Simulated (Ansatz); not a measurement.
The system is RbMgSbO3.

```
Sb Rb Mg O
1.0
     3.14301    1.81462    3.76959
    -3.14301    1.81462    3.76959
     0.00000   -3.62923    3.76959
Sb Rb Mg O
1 1 1 3
Direct
  0.57013 0.57013 0.57013
  0.89528 0.89528 0.89528
  0.31854 0.31854 0.31854
  0.49465 0.96726 0.49465
  0.96726 0.49465 0.49465
  0.49465 0.49465 0.96726
```

The cell comes from a database or a generator and needn't be the stable form of this composition.

* Program: Ansatz 0.2.0
* Task: single point
* Functional: PBE
* Potentials or basis: Ansatz PAW
* Cutoff: 420 eV (not typed: the program's choice for these potentials)
* k mesh: 6 × 6 × 6
* Occupations: fermi-dirac, width 0.05 eV
* Spin: no spin polarisation

On this cell: pressure 0.8 GPa; largest force 0.115 eV/Å; band gap on the k mesh 2.82 eV, indirect (least direct gap 2.85 eV).

The same run follows on a disturbed copy (atoms moved at random, drawn with an rms of 0.05 Å):

```
Sb Rb Mg O
1.0
     3.14301    1.81462    3.76959
    -3.14301    1.81462    3.76959
     0.00000   -3.62923    3.76959
Sb Rb Mg O
1 1 1 3
Direct
  0.57764 0.56473 0.57378
  0.89233 0.89703 0.89640
  0.31207 0.31336 0.32805
  0.49715 0.97497 0.49805
  0.95884 0.49322 0.50280
  0.49948 0.49326 0.96342
```

Q: What does the disturbed cell give?

A: The energy moves by +23.2 meV/atom; pressure 1.8 GPa; largest force 2.233 eV/Å; band gap on the k mesh 2.69 eV, indirect (least direct gap 2.75 eV).

Forces on the atoms (eV/Å):
```
Sb  -2.062  0.136 -0.847
Rb   0.033 -0.036  0.001
Mg  -0.278  0.765  0.212
O    0.923 -0.509 -0.412
O    1.401  0.824  0.762
O   -0.018 -1.181  0.284
```

Stress tensor (GPa, compression positive):
```
 1.72  1.10  2.16
 1.10  0.74 -0.20
 2.16 -0.20  2.96
```

Caveats: spin-orbit coupling is left out, which moves the levels of the heavy elements.

A k mesh can miss the band edges.
